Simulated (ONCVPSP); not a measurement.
# Pseudopotential generation for nickel: ONCV, PBE

Do these settings give a usable potential? It is generated, then checked for transferability, scattering, ghosts and hardness.

The numbers are computed with ONCVPSP 4.0.1.1 (patched build) (PBE, scalar-relativistic, spin-unpolarised reference atom).

## (1) Settings

The settings as typed:

| Property | Result |
| --- | --- |
| element | nickel (Ni, Z = 28) |
| type | optimised norm-conserving Vanderbilt (ONCV) |
| frozen core | [Ne] |
| valence charge | 18 |
| reference configuration | 3s2 3p6 3d8 4s2 |
| partial waves | 3s+4s: rc 1.05 bohr, ncon 4, nbas 9, qcut 8.8 1/bohr, 2 projectors; 3p: rc 0.75 bohr, ncon 3, nbas 7, qcut 11.2 1/bohr, 2 projectors, debl 3.2 Ha; 3d: rc 1.40 bohr, ncon 5, nbas 10, qcut 12.7 1/bohr, 2 projectors, debl 2 Ha |
| local potential | polynomial inside 0.60 bohr (lpopt 5, dvloc0 0 Ha) |
| core correction | not asked for |

The outer shells as boxes (Hund's rule for the drawing; the calculation is spin-unpolarised):

```
[Ne] core
3s [↑↓]
3p [↑↓][↑↓][↑↓]
3d [↑↓][↑↓][↑↓][↑ ][↑ ]
4s [↑↓]
```

The nodes and maxima of the atom's own shells, from an earlier all-electron run, set the scale for the radii.

All-electron outer shells of the reference configuration (PBE, scalar-relativistic, ld1.x):

```json
{"shell": "2p", "level (eV)": "-844.68", "outermost node (bohr)": "–", "outermost maximum (bohr)": "0.16"}
{"shell": "3s", "level (eV)": "-111.06", "outermost node (bohr)": "0.30", "outermost maximum (bohr)": "0.64"}
{"shell": "3p", "level (eV)": "-71.39", "outermost node (bohr)": "0.27", "outermost maximum (bohr)": "0.65"}
{"shell": "3d", "level (eV)": "-8.87", "outermost node (bohr)": "–", "outermost maximum (bohr)": "0.63"}
{"shell": "4s", "level (eV)": "-5.64", "outermost node (bohr)": "0.92", "outermost maximum (bohr)": "2.24"}
{"shell": "4p", "level (eV)": "-1.22", "outermost node (bohr)": "1.00", "outermost maximum (bohr)": "3.17"}
```

## (2) The generation run

Contents of Ni.dat:

```
# ATOM AND REFERENCE CONFIGURATION
# atsym  z   nc   nv     iexc    psfile
  Ni 28.00    3    4        4      upf
#
#   n    l    f
    1    0    2.00
    2    0    2.00
    2    1    6.00
    3    0    2.00
    3    1    6.00
    3    2    8.00
    4    0    2.00
#
# PSEUDOPOTENTIAL AND OPTIMIZATION
# lmax
    2
#
#   l,   rc,      ep,       ncon, nbas, qcut
    0    1.05    0.00    4    9    8.80
    1    0.75    0.00    3    7   11.20
    2    1.40    0.00    5   10   12.70
#
# LOCAL POTENTIAL
# lloc, lpopt,  rc(5),   dvloc0
    4    5    0.60    0.00
#
# VANDERBILT-KLEINMAN-BYLANDER PROJECTORs
# l, nproj, debl
    0    2    0.40
    1    2    3.20
    2    2    2.00
#
# MODEL CORE CHARGE
# icmod, fcfact, rcfact
    0    0.00    0.00
#
# LOG DERIVATIVE ANALYSIS
# epsh1, epsh2, depsh
   -6.00    5.00    0.04
#
# OUTPUT GRID
# rlmax, drl
    6.00    0.01
#
# TEST CONFIGURATIONS
# ncnf
    4
# nvcnf
#   n    l    f
    4
    3    0    2.00
    3    1    6.00
    3    2    8.00
    4    0    1.00
#
    4
    3    0    2.00
    3    1    6.00
    3    2    8.00
    4    0    0.00
#
    4
    3    0    2.00
    3    1    6.00
    3    2    7.00
    4    0    0.00
#
    4
    3    0    2.00
    3    1    6.00
    3    2    9.00
    4    0    1.00
#
```

Command:

```
$ oncvpsp.x < Ni.dat > Ni.out
```

What does the calculation give? Wanted: cutoffs for 1 and 0.1 mHa per electron, occupied waves; bound ghosts; GHOST(+) flags; largest test error; largest phase difference near zero energy, channels read.

**Answer**, as computed:

| quantity | value |
| --- | --- |
| cutoffs for 1 and 0.1 mHa per electron, occupied waves | 61 Ha and 258 Ha |
| bound ghosts | none found |
| GHOST(+) flags | s at 378 eV |
| largest test error (AE − PS) | +8.4 meV, for 3s2 3p6 3d9 4s1 |
| largest phase difference near zero energy, channels read | 0.000 rad |

By total energies transferability is good: the largest error is 8.4 meV on 1.6 eV, for 3s2 3p6 3d9 4s1. The potential is hard: the looser tolerance needs 61 Ha. The tighter tolerance needs 258 Ha, and converged work needs a cutoff nearer that. At the looser tolerance the 3d wave is the slowest; 3p needs 50 Ha. It is free of bound ghosts as far as tested. Near zero energy the phases of the channels with partial waves agree within 0.001 rad. The program also flags highly localised states, GHOST(+) (s). These are tests on the free atom; a crystal test is still owed.
